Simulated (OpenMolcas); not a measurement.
# Mo⁵⁺ among point charges: CASSCF and CASPT2 levels and susceptibility

How does a field of 8 point charges split the states of Mo⁵⁺, and what χT follows?

Method: state-averaged CASSCF and CASPT2, spin-orbit coupling by RASSI with atomic mean-field integrals. Code: OpenMolcas 26.06.

## 1. The system

```
Species                           : Mo⁵⁺ (molybdenum, Z = 42, 37 electrons)
Basis                             : ANO-RCC-VDZP [6s5p3d1f], 43 functions
Scalar Hamiltonian                : DKH2, point nucleus
Inactive shells                   : 1s 2s 2p 3s 3p 3d 4s 4p
Active space                      : 1 electron in 5 orbitals (4d)
Some configurations of this space : 4d
Orbitals                          : optimised for each spin and parity, averaged over all roots
```

Outer shells as boxes (Hund's rule):

4d
```
4d [↑ ][  ][  ][  ][  ]
```

The ion sits among 8 point charges of -1.2 e arranged as a cube (Oh), 2.23 Å from the ion.

The work runs as a chain of OpenMolcas steps in one folder; each step below is one input file. Labels, J, g values, rates, χT and fits are worked out afterwards by a script from the matrices that RASSI stores. The input lists half of the charges; inversion (Group=XYZ) makes the rest.

## 2. GATEWAY and SEWARD: basis and integrals

a.inp reads:

```
&GATEWAY
Coord
1

Mo 0.0 0.0 0.0
Basis=ANO-RCC-VDZP
Group=XYZ
NoMove
AngMom=0.0 0.0 0.0
AMFI
XField
4 Angstrom 0
1.287491 1.287491 1.287491 -1.200000
1.287491 1.287491 -1.287491 -1.200000
1.287491 -1.287491 1.287491 -1.200000
1.287491 -1.287491 -1.287491 -1.200000
&SEWARD
```

Run with:

```sh
OMP_NUM_THREADS=1 MOLCAS_MEM=1689 MOLCAS_PROJECT=a pymolcas a.inp > a.log
```

## 3. CASSCF: doublets of even parity, 5 roots

a.inp reads:

```
&RASSCF
FileOrb=start.orb
Symmetry=1
Spin=2
nActEl=1 0 0
Inactive=9 9
Ras2=5 0
CIRoot=5 5 1
SDav=5
CIMx=300
Iter=120 100
PrWF=0.3
OrbListing=Nothing
MaxOrb=0
>>> COPY $Project.JobIph JOB001
```

start.orb holds the contracted functions of the basis, ordered by shell, or the orbitals of the step before.

## 4. State interaction with spin-orbit coupling

a.inp reads:

```
&RASSI
NrOfJobIphs=1 5
1 2 3 4 5
IphNames
JOB001
EJob
SpinOrbit
DIPRint=1.0
SOCoupling=1000.0
Subsets=2
Property=9
'ANGMOM' 1 'ANGMOM' 2 'ANGMOM' 3 'MLTPL  1' 1 'MLTPL  1' 2 'MLTPL  1' 3
'AMFI' 1 'AMFI' 2 'AMFI' 3
SOProperty=3
'ANGMOM' 1 'ANGMOM' 2 'ANGMOM' 3
```

## 5. CASPT2: IPEA 0.25, imaginary shift 0.1 (closed shells correlated: 4s 4p)

a.inp reads:

```
>>> COPY JOB001 $Project.JobIph
&CASPT2
Multistate=5 1 2 3 4 5
NoMult
Frozen=8 6
IPEA=0.25
Imaginary=0.1
MaxIter=60
WThr=0.0 0.3 0.05
PrWF=0.5
NoMix
```

(Steps that only read results are left out.)

Q: Predict the outcome of this session. Wanted: spin-free ground state; first state of the same spin within the active space; lowest level; next level.

**Answer**, as computed:

| quantity | value |
| --- | --- |
| method | SS-CASPT2, IPEA 0.25, imaginary shift 0.1 (closed shells correlated: 4s 4p) |
| spin-free ground state | 2E, 2-fold in its orbital part |
| first state of the same spin within the active space | 2T2 at 3040 cm⁻¹ |
| lowest level | 4-fold Γ8 |
| next level | 3555.6 cm⁻¹ |
| χT at 300 K | 0.21 cm³ K/mol |
| effective moment at 300 K | 1.30 μB |

Cost by method:

```csv
method,time of its own steps,time with the reference
A. CASSCF,0.88 s,0.88 s
"B. SS-CASPT2, IPEA 0.25, imaginary shift 0.1, +4s 4p",0.32 s,1.2 s
```

Times are of one thread on a shared host.

What this shows: The spin-free ground state (2E) comes to 100 % from free-ion D terms and keeps the highest spin of the shell. χT at 300 K is 0.21, against 0.38 cm³ K/mol for the spin alone, so orbital moment lowers it. A ligand-field fit to the states below 45000 cm-1 gives 10Dq = -3045 cm-1, the gap between the two states. An orbital doublet at a regular site is open to a Jahn-Teller distortion, which this geometry leaves out. The field of point charges can differ much from that of real complexes. Point charges carry no covalency, so the field is a model and not that of real ligands.
